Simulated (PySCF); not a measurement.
# SiAsH5: electronic excitations at several levels of theory

Aim: compute the electronic excitations of SiAsH5 (`[SiH3][AsH2]`) at several levels, and see how far they spread and what each costs.

Computed with PySCF 2.14.0, with density-fitted response routines of our own, on a single molecule in the gas phase. Atoms count from 0, in the outputs and in this text.

## (1) The molecule as given

7 atoms, charge 0, multiplicity 1; geometry from: GFN2-xTB. The atoms were then displaced at random by about 0.03 Å, so the start is not that level's minimum.

Bonds of the start (Å): Si0–As1 2.25, Si0–H2 1.53, Si0–H3 1.54, Si0–H4 1.43, As1–H5 1.48, As1–H6 1.53.

## (2) Geometry optimisation at PBE0-D3(BJ)/def2-SVP

Job settings and geometry (Å):

```
{"job": {"xc": "PBE0", "basis": "def2-SVP", "d3": "d3bj", "grid": 1, "shake": 0.03, "kind": "geom"}, "charge": 0, "multiplicity": 1}
Si    -0.770200     0.009830    -0.070560
As     1.383210    -0.151360    -0.697690
H     -1.725710    -0.743880    -0.995570
H     -1.157980     1.489060    -0.255580
H     -1.139940    -0.331980     1.265540
H      1.631340    -1.220610     0.296440
H      1.877790     0.856730     0.334700
```

The run is started by

```console
> OMP_NUM_THREADS=1 python probes_run.py task.json out
```

This one command runs all jobs of the session in turn.

Output:

```text
step   0  E = -2527.59219289  max force = 0.041120
step   1  E = -2527.60059050  max force = 0.009885
step   2  E = -2527.60106192  max force = 0.002883
step   3  E = -2527.60118299  max force = 0.000916
step   4  E = -2527.60123798  max force = 0.001772
step   5  E = -2527.60136154  max force = 0.002224
step   6  E = -2527.60142857  max force = 0.001307
step   7  E = -2527.60145993  max force = 0.000345
step   8  E = -2527.60146759  max force = 0.000319
optimisation converged
```

Wall time 15 s (1 thread of Arm Neoverse V1, shared host); peak memory 0.31 GiB.

Step by step:

```
step  energy from step 0 (eV)  largest force component (eV/Å)
   0                   0.0000                          2.1145
   1                  -0.2285                          0.5083
   2                  -0.2413                          0.1482
   3                  -0.2446                          0.0471
   4                  -0.2461                          0.0911
   5                  -0.2495                          0.1144
   6                  -0.2513                          0.0672
   7                  -0.2522                          0.0177
   8                  -0.2524                          0.0164
```

Distances of close pairs at the start and the end, largest changes first:

```csv
bond,before (Å),after (Å),change (Å)
Si0–As1,2.249,2.372,+0.123
Si0–H4,1.428,1.494,+0.067
Si0–H3,1.540,1.494,-0.046
As1–H5,1.481,1.526,+0.045
Si0–H2,1.529,1.494,-0.034
As1–H6,1.525,1.526,+0.001
```

The final coordinates are the input of the step that follows.

```
                         at the end point                 value
  point group (found at 0.08 Å tolerance)                    Cs
rotational constants (GHz, main isotopes)  47.763, 3.725, 3.719
                        dipole moment (D)                  0.51
```

## (3) TDDFT and polarisability: PBE0/aug-cc-pVDZ

Job settings and geometry (Å):

```
{"job": {"kind": "uv", "xc": "PBE0", "basis": "aug-cc-pVDZ"}, "charge": 0, "multiplicity": 1}
Si    -0.839415     0.094468    -0.076953
As     1.448726    -0.008088    -0.693376
H     -1.595475    -0.890901    -0.907583
H     -1.347356     1.466379    -0.380951
H     -1.076719    -0.202279     1.368287
H      1.638039    -1.339112     0.029268
H      1.870709     0.787325     0.538587
```

Level: TDDFT PBE0/aug-cc-pVDZ, vertical, gas phase, core orbitals frozen in the response.

Output:

```text
coarse grid: 26104 points
cycle   1  E = -2527.9318221403  dE = -8.909e-01  |g| = 1.026e-01  |ddm| = 4.644e+00
cycle   2  E = -2527.9338307818  dE = -2.009e-03  |g| = 7.230e-02  |ddm| = 6.391e-01
cycle   3  E = -2527.9358151093  dE = -1.984e-03  |g| = 2.049e-02  |ddm| = 2.601e-01
cycle   4  E = -2527.9359512374  dE = -1.361e-04  |g| = 1.340e-03  |ddm| = 5.907e-02
cycle   5  E = -2527.9359519297  dE = -6.923e-07  |g| = 5.559e-04  |ddm| = 8.019e-03
final grid: 51864 points
cycle   6  E = -2527.9359468021  dE = -5.184e-08  |g| = 4.914e-04  |ddm| = 5.214e-03
cycle   7  E = -2527.9359468130  dE = -1.093e-08  |g| = 4.697e-04  |ddm| = 2.399e-03
cycle   8  E = -2527.9359469101  dE = -9.706e-08  |g| = 1.866e-05  |ddm| = 1.201e-03
cycle   9  E = -2527.9359469103  dE = -1.555e-10  |g| = 3.006e-06  |ddm| = 6.210e-05
converged SCF energy = -2527.9359469103

Static polarisability (au): isotropic 66.006, principal 58.030 58.511 81.478

Singlet excitations
state   eV       nm        f      main configurations
  1   6.0758    204.1   0.05489   H->L 0.95
  2   6.4246    193.0   0.01961   H->L+2 0.93
  3   6.4476    192.3   0.23824   H->L+1 0.88
  4   7.1477    173.5   0.00435   H->L+4 0.79, H->L+6 0.10
  5   7.1739    172.8   0.01242   H->L+3 0.79
  6   7.4368    166.7   0.03475   H-1->L 0.97
  7   7.5075    165.1   0.00911   H->L+5 0.75, H-1->L+1 0.13
  8   7.5468    164.3   0.00360   H->L+6 0.82, H->L+4 0.11
  9   7.5934    163.3   0.15437   H-1->L+1 0.36, H->L+7 0.25, H->L+8 0.18
 10   7.7539    159.9   0.05235   H->L+7 0.67, H->L+8 0.15

Triplet excitations (Tamm-Dancoff, eV): 5.3493 5.5911 5.7571 6.8147
```

Run time: 5.8 s. Hardware: 1 thread of Arm Neoverse V1, shared host; peak memory 0.45 GiB.

Frontier orbitals and where they lie:

```csv
orbital,eV,atoms
HOMO−3,-10.12,"Si0 42 %, H4 30 %, As1 13 %"
HOMO−2,-9.63,"Si0 35 %, H2 19 %, H3 19 %"
HOMO−1,-8.91,"As1 43 %, Si0 26 %, H6 8 %"
HOMO,-7.56,"As1 69 %, Si0 15 %, H4 5 %"
LUMO,-0.37,"H6 22 %, H5 22 %, Si0 14 %"
LUMO+1,-0.25,"Si0 36 %, As1 35 %, H4 9 %"
LUMO+2,0.15,"As1 48 %, H6 18 %, H5 18 %"
```

With each of the 10 states as a Gaussian band of 0.4 eV half-width at 1/e, the curve within the window shown has maxima at 193 nm (ε 11,000), 163 nm (ε 10,000) L/(mol cm). Beyond the last state computed it falls off for lack of states. The curve at chosen wavelengths:

nm, ε (L/mol/cm) and a bar:
```
      154       3090 ########
      157       5929 ###############
      160       8667 ######################
      163       9960 ##########################
      166       9282 ########################
      168       8019 #####################
      171       5768 ###############
      174       4015 ##########
      177       3386 ########
      180       4062 ##########
      183       5835 ###############
      186       8135 #####################
      189      10193 ###########################
      191      11090 #############################
      194      11461 ##############################
      197      10713 ############################
      200       9194 ########################
      203       7352 ###################
      206       5548 ##############
      209       3990 ##########
      212       2751 #######
      214       2100 #####
      217       1357 ###
      220        843 #
      223        503 #
      226        289
```

Ground-state properties from the same run:

```
           property  computed
  dipole moment (D)      0.40
polarisability (Å³)      9.78
 HOMO–LUMO gap (eV)      7.20
      −ε(HOMO) (eV)      7.56
```

## (4) TDDFT and polarisability: PBE0/aug-cc-pVTZ

The job, as its differences from that of step 3:

```diff
@@ -1,2 +1,2 @@
-{"job": {"kind": "uv", "xc": "PBE0", "basis": "aug-cc-pVDZ"}, "charge": 0, "multiplicity": 1}
+{"job": {"kind": "uv", "xc": "PBE0", "basis": "aug-cc-pVTZ"}, "charge": 0, "multiplicity": 1}
 Si    -0.839415     0.094468    -0.076953
```

Level: TDDFT PBE0/aug-cc-pVTZ, vertical, gas phase, core orbitals frozen in the response.

Output:

```text
coarse grid: 26104 points
cycle   1  E = -2528.0135974275  dE = -9.193e-01  |g| = 2.601e-01  |ddm| = 5.502e+00
cycle   2  E = -2528.0186581292  dE = -5.061e-03  |g| = 1.556e-01  |ddm| = 9.666e-01
cycle   3  E = -2528.0208950022  dE = -2.237e-03  |g| = 1.213e-02  |ddm| = 3.557e-01
cycle   4  E = -2528.0209305024  dE = -3.550e-05  |g| = 4.710e-03  |ddm| = 3.211e-02
cycle   5  E = -2528.0209382843  dE = -7.782e-06  |g| = 1.087e-03  |ddm| = 1.152e-02
final grid: 51864 points
cycle   6  E = -2528.0209141530  dE = -6.656e-08  |g| = 1.015e-03  |ddm| = 6.227e-03
cycle   7  E = -2528.0209141243  dE =  2.867e-08  |g| = 1.043e-03  |ddm| = 3.537e-03
cycle   8  E = -2528.0209144494  dE = -3.251e-07  |g| = 4.092e-05  |ddm| = 1.882e-03
cycle   9  E = -2528.0209144501  dE = -6.899e-10  |g| = 1.036e-05  |ddm| = 9.531e-05
converged SCF energy = -2528.0209144501

Static polarisability (au): isotropic 66.329, principal 58.236 58.856 81.893

Singlet excitations
state   eV       nm        f      main configurations
  1   6.0683    204.3   0.05301   H->L 0.95
  2   6.3649    194.8   0.01736   H->L+2 0.93
  3   6.4328    192.7   0.23701   H->L+1 0.89
  4   7.0719    175.3   0.01368   H->L+3 0.48, H->L+4 0.38
  5   7.0786    175.2   0.01299   H->L+4 0.48, H->L+3 0.37
  6   7.4154    167.2   0.00363   H->L+5 0.89
  7   7.4263    167.0   0.03084   H-1->L 0.96
  8   7.4527    166.4   0.00730   H->L+6 0.79, H->L+8 0.11
  9   7.4940    165.4   0.09379   H-1->L+1 0.36, H->L+7 0.23, H->L+8 0.19
 10   7.6316    162.5   0.04254   H->L+7 0.63, H->L+8 0.22

Triplet excitations (Tamm-Dancoff, eV): 5.3306 5.5501 5.7523 6.7004
```

Run time: 16 s. Hardware: 1 thread of Arm Neoverse V1, shared host; peak memory 0.81 GiB.

In short: HOMO -7.57 eV, LUMO -0.39 eV; lowest singlet 6.07 eV.

## (5) TDDFT and polarisability: PBE0/def2-TZVPD

The job, as its differences from that of step 4:

```diff
@@ -1,2 +1,2 @@
-{"job": {"kind": "uv", "xc": "PBE0", "basis": "aug-cc-pVTZ"}, "charge": 0, "multiplicity": 1}
+{"job": {"kind": "uv", "xc": "PBE0", "basis": "def2-TZVPD"}, "charge": 0, "multiplicity": 1}
 Si    -0.839415     0.094468    -0.076953
```

Level: TDDFT PBE0/def2-TZVPD, vertical, gas phase, core orbitals frozen in the response.

Output:

```text
coarse grid: 26104 points
cycle   1  E = -2527.9668479696  dE = -9.299e-01  |g| = 3.586e-01  |ddm| = 2.003e+00
cycle   2  E = -2527.9714987738  dE = -4.651e-03  |g| = 2.878e-01  |ddm| = 3.262e-01
cycle   3  E = -2527.9766188085  dE = -5.120e-03  |g| = 1.936e-02  |ddm| = 1.368e-01
cycle   4  E = -2527.9766737616  dE = -5.495e-05  |g| = 7.661e-03  |ddm| = 2.803e-02
cycle   5  E = -2527.9766876879  dE = -1.393e-05  |g| = 1.795e-03  |ddm| = 9.789e-03
cycle   6  E = -2527.9766889527  dE = -1.265e-06  |g| = 2.773e-04  |ddm| = 2.055e-03
final grid: 51864 points
cycle   7  E = -2527.9767038767  dE = -2.950e-08  |g| = 2.280e-04  |ddm| = 1.817e-03
cycle   8  E = -2527.9767038789  dE = -2.165e-09  |g| = 2.155e-04  |ddm| = 4.612e-04
cycle   9  E = -2527.9767038939  dE = -1.496e-08  |g| = 1.423e-05  |ddm| = 2.238e-04
cycle  10  E = -2527.9767038940  dE = -7.822e-11  |g| = 5.045e-06  |ddm| = 2.149e-05
converged SCF energy = -2527.9767038940

Static polarisability (au): isotropic 65.709, principal 57.735 58.195 81.196

Singlet excitations
state   eV       nm        f      main configurations
  1   6.2492    198.4   0.04744   H->L+1 0.67, H->L 0.32
  2   6.4003    193.7   0.01458   H->L+2 0.95
  3   6.5492    189.3   0.25701   H->L 0.62, H->L+1 0.28
  4   7.1346    173.8   0.00712   H->L+4 0.93
  5   7.1534    173.3   0.01393   H->L+3 0.89
  6   7.5902    163.3   0.00910   H-1->L 0.64, H-1->L+1 0.30
  7   7.6872    161.3   0.21576   H-1->L+1 0.52, H->L+5 0.27, H-1->L 0.14
  8   7.9081    156.8   0.04193   H-1->L+2 0.76, H-2->L 0.10
  9   7.9670    155.6   0.10849   H->L+5 0.62, H-1->L 0.12, H-1->L+1 0.09
 10   8.2168    150.9   0.00887   H-2->L+1 0.43, H-2->L 0.28, H-1->L+4 0.18

Triplet excitations (Tamm-Dancoff, eV): 5.3545 5.5701 5.8781 6.7045
```

Wall time 8 s (1 thread of Arm Neoverse V1, shared host); peak memory 0.57 GiB.

This run: HOMO -7.57 eV, LUMO -0.16 eV; lowest singlet 6.25 eV.

## (6) Side by side: electronic excitations

Excitations and ground-state properties, with basis size and wall time:

```
             run  lowest singlet (eV)  brightest (eV)      f  gap (eV)  α (Å³)  μ (D)  functions   time
PBE0/aug-cc-pVDZ                 6.08            6.45  0.238      7.20    9.78   0.40        108  5.8 s
PBE0/aug-cc-pVTZ                 6.07            6.43  0.237      7.18    9.83   0.38        224   16 s
 PBE0/def2-TZVPD                 6.25            6.55  0.257      7.41    9.74   0.38        142    8 s
```

## (7) Outcome

| quantity | value |
| --- | --- |
| point group | Cs |
| rotational constants (main isotopes) | 47.76, 3.73, 3.72 GHz |
| lowest singlet (PBE0/aug-cc-pVDZ) | 6.08 eV (204 nm), f = 0.055 |
| brightest single state of those computed | state 3, 6.45 eV, f = 0.238 |
| lowest triplet | 5.35 eV |
| range of the lowest singlet | 6.07 to 6.25 eV |

**Reading.** Single values in the summary come from the first run of each kind that ended normally (PBE0/aug-cc-pVDZ), which need not be the best level. The start was shaken at random, so part of the energy gained undoes that. Relaxing lowered the energy by 0.252 eV in 8 steps; the close pair that moved most is Si0–As1, from 2.249 to 2.372 Å. The first singlet state (HOMO→LUMO 0.95) lies at 6.08 eV and is bright; of the 10 states computed, the strongest absorption comes from state 3 at 6.45 eV. The lowest triplet lies 0.73 eV below the lowest singlet (triplets in Tamm-Dancoff, singlets in full TDDFT). The lowest singlet runs from 6.07 eV (PBE0/aug-cc-pVTZ) to 6.25 eV (PBE0/def2-TZVPD), while the orbital gap spans 7.18 to 7.41 eV. The lowest state need not be the same one in every run.
